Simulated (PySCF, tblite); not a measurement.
# CH5AlO3Zn, a small molecule taken as a stand-in for a surface group (aluminium hydroxide): NMR shifts, core binding energies and electronic excitations, part 2 of 2

tblite 0.8.0 and PySCF 2.14.0. Atoms count from 0, parts from 1. Earlier steps stand in the parts before.

## 5. Core-electron binding energies: SCAN, X2C

What the job is given:

```
{"job": {"kind": "xps", "holes": 5}, "charge": 0, "multiplicity": 1}
O      1.681626     3.188331    -0.245686
Al     0.514461     1.968666    -0.014304
O     -1.050711     2.464824     0.437184
O      0.848498     0.334489    -0.213853
Zn     0.064283    -1.249179    -0.101621
C     -0.714735    -3.005958     0.000904
H      2.585011     2.976126    -0.485137
H     -1.275780     3.387212     0.565998
H     -1.397272    -3.083804     0.861198
H     -1.289033    -3.236354    -0.909714
H      0.065114    -3.774987     0.114444
```

Method: delta-SCF UKS SCAN, pcX-2 on the ionised atom, pcseg-1 elsewhere, spin-free X2C.

What it wrote:

```text
ground state, core basis on atom 0 (O), 161 functions
  cycle   1  E = -2301.62519335  |g| = 1.81e+00
  cycle   2  E = -2299.47685429  |g| = 3.58e+00
  cycle   3  E = -2302.08869665  |g| = 6.89e-01
  cycle   4  E = -2302.17526723  |g| = 2.98e-01
  cycle   5  E = -2302.19200400  |g| = 6.39e-02
  cycle   6  E = -2302.19273838  |g| = 3.21e-02
  cycle   7  E = -2302.19293205  |g| = 8.84e-03
  cycle   8  E = -2302.19294004  |g| = 3.84e-03
  cycle   9  E = -2302.19294722  |g| = 5.44e-04
  cycle  10  E = -2302.19294606  |g| = 2.54e-04
  E(ground) = -2302.41895709 Eh
hole in O 1s of atom 0
  cycle   1  E = -2281.61883365  |g| = 2.22e+00
  cycle   2  E = -2279.49544208  |g| = 2.48e+00
  cycle   3  E = -2282.08558624  |g| = 8.17e-01
  cycle   4  E = -2282.35265931  |g| = 4.08e-01
  cycle   5  E = -2282.40753955  |g| = 2.26e-01
  cycle   6  E = -2282.42253200  |g| = 1.16e-01
  cycle   7  E = -2282.42797481  |g| = 2.02e-02
  cycle   8  E = -2282.42805894  |g| = 1.26e-02
  cycle   9  E = -2282.42812851  |g| = 1.88e-03
  cycle  10  E = -2282.42813235  |g| = 4.93e-04
  E(ion) = -2282.65595350 Eh   <S^2> = 0.7614   hole on atom = 1.000   binding energy = 537.779 eV
ground state, core basis on atom 1 (Al), 172 functions
  cycle   1  E = -2302.24643017  |g| = 2.49e-01
  cycle   2  E = -2302.24565112  |g| = 1.03e-01
  cycle   3  E = -2302.24467337  |g| = 1.19e-01
  cycle   4  E = -2302.24727998  |g| = 2.35e-02
  cycle   5  E = -2302.24735905  |g| = 8.21e-03
  cycle   6  E = -2302.24737234  |g| = 6.56e-04
  cycle   7  E = -2302.24737113  |g| = 3.75e-04
  E(ground) = -2302.43912115 Eh
hole in Al 2p of atom 1
  cycle   1  E = -2299.02137348  |g| = 1.08e+00
  cycle   2  E = -2298.76503602  |g| = 1.08e+00
  cycle   3  E = -2299.18975792  |g| = 4.12e-01
  cycle   4  E = -2299.27411914  |g| = 1.11e-01
  cycle   5  E = -2299.27820392  |g| = 5.27e-02
  cycle   6  E = -2299.27898763  |g| = 2.98e-02
  cycle   7  E = -2299.27931088  |g| = 1.15e-02
  cycle   8  E = -2299.27935960  |g| = 5.55e-03
  cycle   9  E = -2299.27937135  |g| = 9.84e-04
  cycle  10  E = -2299.27937102  |g| = 6.44e-04
  cycle  11  E = -2299.27937176  |g| = 1.69e-04
  E(ion) = -2299.47782477 Eh   <S^2> = 0.7528   hole on atom = 1.003   binding energy = 80.581 eV
  2p3/2 = 80.178 eV   2p1/2 = 80.702 eV
ground state, core basis on atom 2 (O), 161 functions
  cycle   1  E = -2302.19373448  |g| = 1.00e-01
  cycle   2  E = -2302.19298388  |g| = 7.69e-02
  cycle   3  E = -2302.19325318  |g| = 6.57e-02
  cycle   4  E = -2302.19402804  |g| = 1.00e-02
  cycle   5  E = -2302.19404710  |g| = 1.73e-03
  cycle   6  E = -2302.19405295  |g| = 4.11e-04
  E(ground) = -2302.41928335 Eh
hole in O 1s of atom 2
  cycle   1  E = -2281.62106379  |g| = 2.22e+00
  cycle   2  E = -2279.52365636  |g| = 2.47e+00
  cycle   3  E = -2282.11449156  |g| = 7.96e-01
  cycle   4  E = -2282.36708313  |g| = 3.67e-01
  cycle   5  E = -2282.41936932  |g| = 1.47e-01
  cycle   6  E = -2282.42205684  |g| = 1.21e-01
  cycle   7  E = -2282.42827137  |g| = 1.36e-02
  cycle   8  E = -2282.42837278  |g| = 2.37e-03
  cycle   9  E = -2282.42837139  |g| = 2.08e-03
  cycle  10  E = -2282.42837400  |g| = 7.45e-04
  cycle  11  E = -2282.42837433  |g| = 1.28e-04
  E(ion) = -2282.65500143 Eh   <S^2> = 0.7615   hole on atom = 1.000   binding energy = 537.814 eV
ground state, core basis on atom 3 (O), 161 functions
  cycle   1  E = -2302.19442314  |g| = 1.26e-01
  cycle   2  E = -2302.18850401  |g| = 1.98e-01
  cycle   3  E = -2302.19525303  |g| = 5.49e-02
  cycle   4  E = -2302.19567716  |g| = 2.69e-02
  cycle   5  E = -2302.19581036  |g| = 2.19e-03
  cycle   6  E = -2302.19580964  |g| = 8.08e-04
  cycle   7  E = -2302.19581033  |g| = 2.25e-04
  E(ground) = -2302.42086915 Eh
hole in O 1s of atom 3
  cycle   1  E = -2281.63935727  |g| = 2.24e+00
  cycle   2  E = -2281.12852109  |g| = 2.25e+00
  cycle   3  E = -2282.39235718  |g| = 5.00e-01
  cycle   4  E = -2282.39679274  |g| = 4.39e-01
  cycle   5  E = -2282.48489457  |g| = 6.98e-02
  cycle   6  E = -2282.48581118  |g| = 4.31e-02
  cycle   7  E = -2282.48664814  |g| = 8.63e-03
  cycle   8  E = -2282.48666504  |g| = 5.73e-03
  cycle   9  E = -2282.48667972  |g| = 8.66e-04
  cycle  10  E = -2282.48668079  |g| = 2.86e-04
  E(ion) = -2282.71272366 Eh   <S^2> = 0.7638   hole on atom = 1.000   binding energy = 536.286 eV
ground state, core basis on atom 5 (C), 161 functions
  cycle   1  E = -2302.15954866  |g| = 1.04e-01
  cycle   2  E = -2302.15350069  |g| = 1.96e-01
  cycle   3  E = -2302.16087743  |g| = 2.46e-02
  cycle   4  E = -2302.16096476  |g| = 1.32e-02
  cycle   5  E = -2302.16100744  |g| = 1.34e-03
  cycle   6  E = -2302.16100570  |g| = 6.42e-04
  cycle   7  E = -2302.16100487  |g| = 7.47e-05
  E(ground) = -2302.38896399 Eh
hole in C 1s of atom 5
  cycle   1  E = -2290.92521683  |g| = 1.50e+00
  cycle   2  E = -2289.62938300  |g| = 1.99e+00
  cycle   3  E = -2291.31562332  |g| = 6.58e-01
  cycle   4  E = -2291.44280810  |g| = 3.92e-01
  cycle   5  E = -2291.49524376  |g| = 1.16e-01
  cycle   6  E = -2291.49791154  |g| = 7.65e-02
  cycle   7  E = -2291.50018283  |g| = 1.66e-02
  cycle   8  E = -2291.50027687  |g| = 1.05e-02
  cycle   9  E = -2291.50032386  |g| = 2.79e-03
  cycle  10  E = -2291.50032608  |g| = 1.09e-03
  cycle  11  E = -2291.50032652  |g| = 6.13e-04
  cycle  12  E = -2291.50032685  |g| = 3.32e-04
  E(ion) = -2291.72714777 Eh   <S^2> = 0.7684   hole on atom = 1.000   binding energy = 290.123 eV
```

Wall time 55 s (1 thread of Intel Xeon Platinum 8175M at 2.50GHz, shared host); peak memory 0.57 GiB.

The holes in one table. −ε is the ground-state orbital energy:

```csv
hole,stands for,environment,ΔSCF (eV; 2p as the shell's mean),−ε (eV),⟨S²⟩
O1s on O0,O0,"oxygen bonded to Al, H",537.78,515.8,0.761
Al2p on Al1,Al1,aluminium bonded to 3 O,80.35,70.0,0.753
O1s on O2,O2,"oxygen bonded to Al, H",537.81,515.8,0.761
O1s on O3,O3,"oxygen bonded to Al, Zn",536.29,515.3,0.764
C1s on C5,C5,"carbon bonded to Zn, 3 H",290.12,273.4,0.768
```

With the spin-orbit splitting: Al1 2p3/2 80.18, 2p1/2 80.70 eV. The table gives each 2p level as the mean over the whole 2p shell (two parts 2p3/2, one part 2p1/2), which differs a little from the single hole in the log.

## 6. Ultraviolet spectrum: CAM-B3LYP/def2-SVPD

Same as in step 5 but for these lines:

```diff
@@ -1,2 +1,2 @@
-{"job": {"kind": "xps", "holes": 5}, "charge": 0, "multiplicity": 1}
+{"job": {"kind": "uv", "xc": "CAM-B3LYP", "basis": "def2-SVPD", "nstates": 6, "ntriplets": 2, "ip": true}, "charge": 0, "multiplicity": 1}
 O      1.681626     3.188331    -0.245686
```

With the program's defaults for keys left out, this is: TDDFT CAM-B3LYP/def2-SVPD, vertical, gas phase, core orbitals frozen in the response.

What it wrote:

```text
coarse grid: 46872 points
cycle   1  E = -2287.9842442914  dE =  8.161e-02  |g| = 1.379e+00  |ddm| = 4.284e+00
cycle   2  E = -2287.5117235817  dE =  4.725e-01  |g| = 2.116e+00  |ddm| = 4.873e+00
cycle   3  E = -2288.3283476527  dE = -8.166e-01  |g| = 2.219e-01  |ddm| = 2.943e+00
cycle   4  E = -2288.3363709375  dE = -8.023e-03  |g| = 1.010e-01  |ddm| = 3.767e-01
cycle   5  E = -2288.3382408241  dE = -1.870e-03  |g| = 1.126e-02  |ddm| = 1.195e-01
cycle   6  E = -2288.3382691969  dE = -2.837e-05  |g| = 5.018e-03  |ddm| = 2.473e-02
cycle   7  E = -2288.3382765456  dE = -7.349e-06  |g| = 1.095e-03  |ddm| = 1.039e-02
final grid: 96624 points
cycle   8  E = -2288.3382503367  dE = -2.543e-07  |g| = 9.236e-04  |ddm| = 3.566e-03
cycle   9  E = -2288.3382503139  dE =  2.283e-08  |g| = 1.074e-03  |ddm| = 2.930e-03
cycle  10  E = -2288.3382505437  dE = -2.298e-07  |g| = 1.333e-04  |ddm| = 1.466e-03
cycle  11  E = -2288.3382505472  dE = -3.489e-09  |g| = 3.563e-05  |ddm| = 1.937e-04
cycle  12  E = -2288.3382505478  dE = -6.185e-10  |g| = 1.516e-05  |ddm| = 1.105e-04
converged SCF energy = -2288.3382505478

Static polarisability (au): isotropic 68.016, principal 55.626 61.120 87.302

Singlet excitations
state   eV       nm        f      main configurations
  1   6.4860    191.2   0.00850   H-1->L 0.90
  2   6.6100    187.6   0.08351   H-2->L 0.47, H->L 0.43
  3   6.9182    179.2   0.00015   H-3->L 0.82, H-3->L+1 0.08
  4   7.1338    173.8   0.26121   H-2->L 0.35, H->L 0.34, H->L+1 0.17
  5   7.3888    167.8   0.02187   H->L+2 0.91
  6   7.4883    165.6   0.05037   H->L+3 0.56, H->L+1 0.29

Triplet excitations (Tamm-Dancoff, eV): 6.0597 6.1541
Vertical ionisation energy (delta-SCF) = 10.6065 eV
Vertical electron affinity (delta-SCF) = -0.3651 eV
```

Run time: 4.3 min. Hardware: 1 thread of Intel Xeon Platinum 8175M at 2.50GHz, shared host; peak memory 1 GiB.

The orbitals next to the gap, with their largest atomic shares:

```csv
orbital,eV,atoms
HOMO−3,-10.36,"O0 45 %, O2 42 %, Al1 6 %"
HOMO−2,-10.27,"O3 64 %, Zn4 10 %, C5 10 %"
HOMO−1,-10.01,"O3 72 %, O2 8 %, Al1 8 %"
HOMO,-9.75,"C5 40 %, O3 22 %, Zn4 15 %"
LUMO,-0.19,"Al1 50 %, Zn4 20 %, O3 7 %"
LUMO+1,0.86,"Zn4 47 %, Al1 10 %, C5 10 %"
LUMO+2,0.89,"Zn4 70 %, O3 11 %, C5 8 %"
```

With each of the 6 states as a Gaussian band of 0.4 eV half-width at 1/e, the curve within the window shown has maxima at 173 nm (ε 13,000) L/(mol cm). Beyond the last state computed it falls off for lack of states. The curve at chosen wavelengths:

nm, ε (L/mol/cm) and a bar:
```
      159       2216 #####
      161       3589 ########
      163       5336 ############
      165       7334 #################
      167       9354 ######################
      169      11099 ##########################
      171      12288 #############################
      173      12745 ##############################
      175      12465 #############################
      177      11600 ###########################
      179      10394 ########################
      181       9087 #####################
      183       7849 ##################
      186       6263 ###############
      188       5371 ############
      190       4563 ##########
      192       3811 #########
      194       3104 #######
      196       2454 #####
      198       1877 ####
      200       1386 ###
      202        988 ##
      204        681 #
      206        454 #
      208        293 
      210        184
```

Further results of this job:

```csv
property,computed
dipole moment (D),1.40
polarisability (Å³),10.08
HOMO–LUMO gap (eV),9.56
−ε(HOMO) (eV),9.75
```

## 7. What came out

The summary covers parts 1 to 2.

| quantity | value |
| --- | --- |
| point group | C1 |
| rotational constants (main isotopes) | 6.20, 0.78, 0.70 GHz |
| 13C shifts against TMS (PBE0/pcSseg-1) | -20.2 ppm |
| 1H shifts against TMS (PBE0/pcSseg-1) | 0.86, 0.81, -0.19, -0.21, -0.24 ppm |
| 17O shifts against H2O (PBE0/pcSseg-1) | 21.0, 2.9, 1.3 ppm |
| 27Al shifts against AlH4- (PBE0/pcSseg-1) | 21.2 ppm |
| shieldings of Zn (PBE0/pcSseg-1) | Zn4 1627.9 ppm |
| O1s binding energies, SCAN/pcX-2 | O2 537.81, O0 537.78, O3 536.29 eV |
| Al2p binding energies, SCAN/pcX-2 | Al1 80.35 eV |
| C1s binding energies, SCAN/pcX-2 | C5 290.12 eV |
| lowest singlet (CAM-B3LYP/def2-SVPD) | 6.49 eV (191 nm), f = 0.009 |
| brightest single state of those computed | state 4, 7.13 eV, f = 0.261 |
| lowest triplet | 6.06 eV |
| vertical ionisation energy (ΔSCF) | 10.61 eV |
| vertical electron affinity (ΔSCF) | -0.37 eV (unbound: the value hangs on the basis) |

What this shows: Relaxing lowered the energy by 0.283 eV in 20 steps; the close pair that moved most is O3–Zn4, from 1.856 to 1.771 Å (PBE0/def2-SVP). No frequency check was run at this level, so the end point may be a saddle. At PBE0/pcSseg-1: Shielding is most anisotropic at Zn4 (span 1321 ppm, paramagnetic term -896 ppm). O2 (oxygen bonded to Al, H) binds its O1s electron 1.53 eV more tightly than O3 (oxygen bonded to Al, Zn). The first singlet state (HOMO−1→LUMO 0.90) lies at 6.49 eV and is weak; of the 6 states computed, the strongest absorption comes from state 4 at 7.13 eV. The lowest triplet lies 0.43 eV below the lowest singlet (triplets in Tamm-Dancoff, singlets in full TDDFT). ΔSCF puts the ionisation energy at 10.61 eV, 0.86 eV above −ε(HOMO). A capped cluster stands for the solid here, so long-range fields and strain are missing, and bands or shifts of the capping hydrogens have no counterpart in it.
